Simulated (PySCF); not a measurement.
# ErN4 (Er(N2)23+): the cost of one run

Program: PySCF 2.14.0. Level of theory: several levels, as the steps say, no spin–orbit coupling. These are calculated values, not measurements.

2 further runs of the same task are left out: 2 for a known fault of the program.

### 1 The system as given

5 atoms, charge 3, spin multiplicity 1.

Bond lengths: Er1–N2 2.382 Å, Er1–N4 2.382 Å, N2–N3 1.109 Å, N4–N5 1.109 Å. Angles: N2–Er1–N4 110.7°, Er1–N2–N3 179.3°, Er1–N4–N5 179.3°.

As a file:

```xyz
5

Er   -0.2035    1.1603    0.0000
N     0.0304   -0.1732    1.9605
N     0.1374   -0.7833    2.8799
N     0.0304   -0.1732   -1.9605
N     0.1374   -0.7833   -2.8799
```

Formal oxidation states: Er +3. Each metal's 11 4f electrons lie in its core potential, so multiplicities, spins and levels count the valence alone. An earlier session relaxed this geometry at B3LYP, Er lcecp-1-SVP with ECP57, N def2-SVP (singlet, point group C2v).

At B3LYP on the finer grid: E = -255.774423 Eh, HOMO -27.15 eV, LUMO -20.48 eV, Mulliken charge on Er1 +2.41 e, largest force component 0.005 eV/Å. 

Levels to run: M06-L; revPBE; TPSS; BLYP; B3LYP, TZVP. Hardware: 2 threads of Intel Xeon 6975P-C (Granite Rapids), shared host.

### 2 M06-L

The input, run.py (the lines that set the calculation):

```python
mol = gto.M(atom='''
Er    -0.20347     1.16025     0.00000
N      0.03037    -0.17318     1.96046
N      0.13736    -0.78325     2.87993
N      0.03037    -0.17318    -1.96046
N      0.13736    -0.78325    -2.87993''',
    basis={'Er': 'lcecp-1-SVP', 'N': 'def2-SVP'},
    ecp={'Er': 'lcecp-1-SVP'},
    charge=3, spin=0)
mf = dft.RKS(mol, xc='M06L')
mf.grids.atom_grid = (75, 302)  # f atoms: unpruned, at least (60, 302)
mf = mf.density_fit()  # fitting sets: Er AutoAux, N def2-universal-JKFIT
mf.conv_tol = 1e-08; mf.max_cycle = 55
mf.kernel(dm0)  # dm0: the density of the relaxed state
```

The run is started by

```
$ OMP_NUM_THREADS=2 python run.py
```

**Question.** How long does this run take on 2 threads of Intel Xeon 6975P-C (Granite Rapids), shared host?

About 4 s.
